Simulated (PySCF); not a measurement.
# MoO4: the cost of one run

Programs: PySCF 2.14.0, with density-fitted response routines of our own. Each step states its level of theory. These are calculated values for one molecule in the gas phase, unless marked as measured. Atoms count from 0, in the outputs and in this text.

### Step 1. Starting geometry

5 atoms, charge -2, multiplicity 1; geometry from: GFN2-xTB.

Bonds of the start (Å): O0–Mo1 1.72, Mo1–O2 1.72, Mo1–O3 1.72, Mo1–O4 1.72.

### Step 2. Optimising the geometry at PBE0-D3(BJ)/def2-TZVP

Job settings and geometry (Å):

```
{"job": {"xc": "PBE0", "basis": "def2-TZVP", "d3": "d3bj", "grid": 2, "kind": "geom"}, "charge": -2, "multiplicity": 1}
O     -0.231200    -0.975800    -1.395090
Mo    -0.000090    -0.000000    -0.000030
O     -0.343550    -0.921370     1.408880
O     -1.053040     1.355840    -0.068520
O      1.628690     0.544310     0.054700
```

Q: Estimate the wall time of this first job on 4 threads of AMD EPYC (Zen 3), shared host.

About 62 s.
